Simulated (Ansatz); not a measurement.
**AuI3 (ReO3 type): equation of state**

The task here is to estimate one member of a computed series from the others.

Method: DFT PBE, scalar-relativistic, plane waves, PAW, in Ansatz 0.2.0.

2 further runs of the same task are left out: 1 for a known fault of the program, 1 that didn't finish.

**Starting point**

The structure is cubic, space group Pm-3m (No. 221). The conventional cell has a = 5.693 Å, b = 5.693 Å, c = 5.693 Å, α = 90.00°, β = 90.00°, γ = 90.00°. Au (site symmetry m-3m) has 6 I at 2.85 Å as nearest neighbours. I (site symmetry 4/mmm) has 2 Au at 2.85 Å as nearest neighbours.

Structure file:

```cif
data_structure
_symmetry_space_group_name_H-M 'P 1'
_symmetry_Int_Tables_number 1
_cell_length_a 5.6930
_cell_length_b 5.6930
_cell_length_c 5.6930
_cell_angle_alpha 90.000
_cell_angle_beta 90.000
_cell_angle_gamma 90.000
_cell_volume 184.51
loop_
_atom_site_label
_atom_site_type_symbol
_atom_site_fract_x
_atom_site_fract_y
_atom_site_fract_z
_atom_site_occupancy
Au1 Au 0.00000 0.00000 0.00000 1
I1 I 0.50000 0.00000 0.00000 1
I2 I 0.00000 0.00000 0.50000 1
I3 I 0.00000 0.50000 0.00000 1
```

An earlier run at PBE left this cell at 46.127 Å³/atom and -0.02 GPa (6×6×6 mesh).

Volume factors to run: 0.980, 1.020, 0.960, 1.040, 1.070, 1.100, 0.945.

Set-up of the first run:

File input.yaml:

```yaml
crystal:
  lattice:
    - [5.6547593013, 0.0, 0.0]
    - [0.0, 5.6547593013, 0.0]
    - [0.0, 0.0, 5.6547593013]
  atoms:
    - { symbol: Au, position: [0.0, 0.0, 0.0] }
    - { symbol: I, position: [0.5, 0.0, 0.0] }
    - { symbol: I, position: [0.0, 0.0, 0.5] }
    - { symbol: I, position: [0.0, 0.5, 0.0] }
basis:
  ecutwfc: 420
  ecutrho_ratio: 4
kpoints:
  mp_grid: { grid: [6, 6, 6] }
hamiltonian:
  xc: pbe
scf:
  occupations: { method: gaussian, width: 0.05 }
output:
  forces: true
  stress: true
  eigenvalues: true
```

Launch:

```console
> ansatz run input.yaml --threads 2 --pin off --max-ram 2662MiB --backend cpu --events-out ev --progress --plain --runs-dir out
```

Among the steps run: Scaling the volume by 0.980; At 1.020 of the relaxed volume; At 0.960 of the relaxed volume; At 1.040 of the relaxed volume; Scaling the volume by 1.070; Volume × 1.100; Volume × 0.945.

One of the session's tables, all rows but one given; the rest of the session is left out.

It belongs to the step «Energy and pressure against volume». 

| volume (Å³/atom) | energy (meV/atom) | pressure (GPa) |
| --- | --- | --- |
| 43.590 | 12.81 | 1.75 |
| 44.282 | 6.48 | 1.20 |
| 45.205 | 1.48 | 0.55 |
| 46.127 | 0.00 | -0.02 |
| 47.050 | 1.60 | -0.52 |
| 47.972 | ? | ? |
| 49.356 | 16.74 | -1.52 |
| 50.740 | 31.94 | -1.98 |

Estimate the missing values for volume (Å³/atom) = 47.972.

Worked estimate for «energy (meV/atom)». A straight line through the neighbours (47.050, 1.60) and (49.356, 16.74) gives 1.60 + (16.74 − 1.60) × (47.972 − 47.050) / (49.356 − 47.050) = 7.65; a parabola fitted to 4 rows on both sides gives 6.06.

The run gave: energy (meV/atom): 5.91; pressure (GPa): -0.96. In «energy (meV/atom)» the line misses by +1.74 and the parabola by +0.15.

To keep in mind: Warnings in the runs' records: xc potential rough in thin density.
